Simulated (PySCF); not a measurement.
# FH2In (InH2F): the cost of one run

Computed with PySCF 2.14.0 and routines of our own; the level stands in each step. Atoms count from 0.

### Step 1. The system as given

4 atoms, charge 0, multiplicity 1; geometry from: GFN2-xTB.

### Step 2. Relaxing the molecule at PBE0-D3(BJ)/def2-SVP

What the job is given:

```
{"job": {"xc": "PBE0", "basis": "def2-SVP", "d3": "d3bj", "grid": 1, "maxiter": 30, "shake": 0.03, "kind": "geom"}, "charge": 0, "multiplicity": 1}
In     0.130410     0.040660     0.012350
H      1.734170    -0.087350     0.007110
H     -0.952040     1.502380    -0.044820
F     -0.829250    -1.546140    -0.005120
```

Started as:

```bash
OMP_NUM_THREADS=1 python heavy_run.py task.json out
```

The driver reads the jobs from task.json and runs them one after another.

**Question.** How long does this first job take on 1 thread of Arm Neoverse V2, shared host, and how much memory does it need?

About 7.9 s, with a peak of 0.24 GiB.
